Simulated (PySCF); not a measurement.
# C3H2BrN3: the cost of one run

Computed with PySCF 2.14.0 and routines of our own; the level stands in each step. Atoms count from 0.

### 1 The system as given

9 atoms, charge 0, multiplicity 1; geometry from: GFN2-xTB.

### 2 Geometry optimisation at PBE/def2-SVP

What the job is given:

```
{"job": {"xc": "PBE", "basis": "def2-SVP", "grid": 1, "kind": "geom"}, "charge": 0, "multiplicity": 1}
Br     3.061343    -0.144143     0.013113
C      1.189440    -0.055593     0.001835
N      0.534702    -1.199057    -0.029594
C     -0.780964    -1.078013    -0.032953
N     -1.437153     0.068751    -0.008052
C     -0.675704     1.148433     0.020850
N      0.645523     1.144725     0.026389
H     -1.358726    -1.992479    -0.058342
H     -1.164900     2.113370     0.041574
```

Run with:

```console
$ OMP_NUM_THREADS=1 python excited_run.py task.json out
```

The driver reads the jobs from task.json and runs them one after another.

Q: Estimate the wall time and peak memory of this first job on 1 thread of Arm Neoverse V1, shared host.

About 38 s, with a peak of 0.53 GiB.
